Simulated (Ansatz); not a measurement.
This was printed by a script on the Ansatz DFT code, driven from Python, for a single point of Li5CuSO2, space group P4/mmm. What did the script look like? Settings: LDA, PAW, the default cutoff (420 eV here), 5×5×3 k-points, fixed occupations.

The script reads `POSCAR_li5cuso2`:
```text
Li5CuSO2
1.0
   3.86334500    0.00000000    0.00000000
   0.00000000    3.86334500    0.00000000
   0.00000000    0.00000000    7.75026900
Li Cu S O
5 1 1 2
Direct
   0.00000000    0.00000000    0.50000000
   0.00000000    0.50000000    0.27764200
   0.00000000    0.50000000    0.72235800
   0.50000000    0.00000000    0.27764200
   0.50000000    0.00000000    0.72235800
   0.00000000    0.00000000    0.00000000
   0.50000000    0.50000000    0.50000000
   0.00000000    0.00000000    0.23510100
   0.00000000    0.00000000    0.76489900
```

`python run_scf.py` gives:
```text
DeckWarning: basis.ecutwfc = 420 eV, auto-derived from the records' recommended cutoffs: set by Li (normal level)
F = -9552.3201 eV for 9 atoms
E(sigma -> 0) = -9552.3201 eV, TS = 0.0 eV
closed by deck_thresholds after 8 iterations
F without smearing: -9552.32006 eV
F without dispersion: -9552.32006 eV
largest ELF 0.997 at grid fractions [0.  0.  0.5]
share of the cell with ELF over 0.2: 0.427
share of the cell with ELF over 0.5: 0.237
share of the cell with ELF over 0.7: 0.151
share of the cell with ELF over 0.8: 0.086
share of the cell with ELF over 0.9: 0.010
```
(Warnings from the package without file and line.)

One script that gives this output:

`run_scf.py`
```python
"""SCF run for Li5CuSO2."""

from pathlib import Path

import ansatz as az
from ase.io import read
import numpy as np

FUNCTIONAL = "LDA"
MESH = (5, 5, 3)
SMEARING = "fixed"

atoms = read("POSCAR_li5cuso2", format="vasp")
li5cuso2 = az.Crystal.from_ase(atoms)

# settings of the run
job = (
    li5cuso2.calculation()
    .functional(FUNCTIONAL)
    .pseudopotentials("paw")
    .kpoints(*MESH)
    .occupations(SMEARING)
    .density()
    .electron_localization_function()
    .output_files(volumetric_format="npy")
)
outcome = job.run(threads=1, backend="cpu")
summary = outcome.report

n_atoms = len(summary["lattice"]["sites"])
print("F =", round(summary["free_energy_ev"], 4), "eV for", n_atoms, "atoms")
print("E(sigma -> 0) =", round(summary["energy_sigma0_ev"], 4), "eV, TS =", round(summary["entropy_ts_ev"], 5), "eV")
print("closed by", summary["closed_by"], "after", summary["n_iterations"], "iterations")

for term in (az.EnergyTerm.SMEARING, az.EnergyTerm.DISPERSION):
    print(f"F without {term.name.lower()}: {az.free_energy_without(summary, term):.5f} eV")

# ELF is 0.5 in a uniform gas and nears 1 where pairs localise
folder = Path(outcome.write_results("elf"))
elf = np.load(folder / "elf.npy")
peak = np.unravel_index(elf.argmax(), elf.shape)
print(f"largest ELF {elf.max():.3f} at grid fractions", np.round(np.array(peak) / elf.shape, 3))
for level in (0.2, 0.5, 0.7, 0.8, 0.9):
    print(f"share of the cell with ELF over {level}: {np.mean(elf > level):.3f}")
```

What to keep in mind:
- Absolute energies stand on the zero of these potentials, so only differences at equal settings mean something. A total without «per atom» is that of the cell as typed.
- No spin polarisation was allowed.
- Without a Hubbard U or exact exchange, semilocal functionals often make such 3d compounds metallic or too weakly gapped.
- Densities and potentials on the grid are those of the valence electrons, and inside the cores they hang on the potentials used.
- This cell is a computed structure, which may not be the phase found in nature.
- Timing: 4.1 s on 1 thread of Arm Neoverse V2, with other jobs on the host, peak memory 0.48 GiB.

(Lines on the test bed's own set-up are left out of the output.)
